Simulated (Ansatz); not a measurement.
# TiB2SbC3: the cost of one run

Program: Ansatz 0.2.0. Level of theory: DFT PBE, scalar-relativistic, plane waves, PAW. These are calculated values, not measurements.

**1. The system as given**

The structure is tetragonal, space group P4/mmm (No. 123). The conventional cell has a = 3.456 Å, b = 3.456 Å, c = 7.983 Å, α = 90.00°, β = 90.00°, γ = 90.00°. Ti (site symmetry 4/mmm) has 4 C at 1.73 Å and 2 B at 1.95 Å as nearest neighbours. B (site symmetry 4mm) has 1 Ti at 1.95 Å as nearest neighbours. Sb (site symmetry 4/mmm) is surrounded by 8 B at 3.18 Å and 4 Sb at 3.46 Å. Around C (site symmetry mmm) lie 2 Ti at 1.73 Å and 2 C at 1.73 Å. Around C (site symmetry 4/mmm) lie 4 C at 1.73 Å.

Structure file:

```cif
data_structure
_symmetry_space_group_name_H-M 'P4/mmm'
_symmetry_Int_Tables_number 123
_cell_length_a 3.4559
_cell_length_b 3.4559
_cell_length_c 7.9832
_cell_angle_alpha 90.000
_cell_angle_beta 90.000
_cell_angle_gamma 90.000
_cell_volume 95.34
loop_
_atom_site_label
_atom_site_type_symbol
_atom_site_symmetry_multiplicity
_atom_site_Wyckoff_symbol
_atom_site_fract_x
_atom_site_fract_y
_atom_site_fract_z
_atom_site_occupancy
Ti1 Ti 1 d 0.50000 0.50000 0.50000 1
B1 B 2 h 0.50000 0.50000 0.25583 1
Sb1 Sb 1 a 0.00000 0.00000 0.00000 1
C1 C 2 e 0.00000 0.50000 0.50000 1
C2 C 1 b 0.00000 0.00000 0.50000 1
```

The cell is invented: random cell by space group and Wyckoff sites (P4/mmm, No. 123). Lengths come from tabulated atomic sizes and are only a guess.

**2. A first look at the guess**

input.yaml

```yaml
crystal:
  lattice:
    - [3.45589415, 0.0, 0.0]
    - [0.0, 3.45589415, 0.0]
    - [0.0, 0.0, 7.98318327]
  atoms:
    - { symbol: Ti, position: [0.5, 0.5, 0.5] }
    - { symbol: B, position: [0.5, 0.5, 0.25582592] }
    - { symbol: B, position: [0.5, 0.5, 0.74417408] }
    - { symbol: Sb, position: [0.0, 0.0, 0.0] }
    - { symbol: C, position: [0.0, 0.5, 0.5] }
    - { symbol: C, position: [0.5, 0.0, 0.5] }
    - { symbol: C, position: [0.0, 0.0, 0.5] }
basis:
  ecutwfc: 420
kpoints:
  mp_grid: { grid: [6, 6, 2] }
hamiltonian:
  xc: pbe
scf:
  occupations: { method: gaussian, width: 0.1 }
  lower_state_search: "off"
output:
  forces: true
  stress: true
  eigenvalues: true
```

Command:

```sh
> ansatz run input.yaml --threads 1 --pin off --max-ram 2048MiB --backend cpu --events-out ev --progress --plain --runs-dir out
```

**Question.** How long does this run take on 1 thread of Intel Xeon Platinum 8375C at 2.90GHz (Ice Lake), shared host, and how much memory does it need?

About 2.7 s, with a peak of 0.44 GiB.
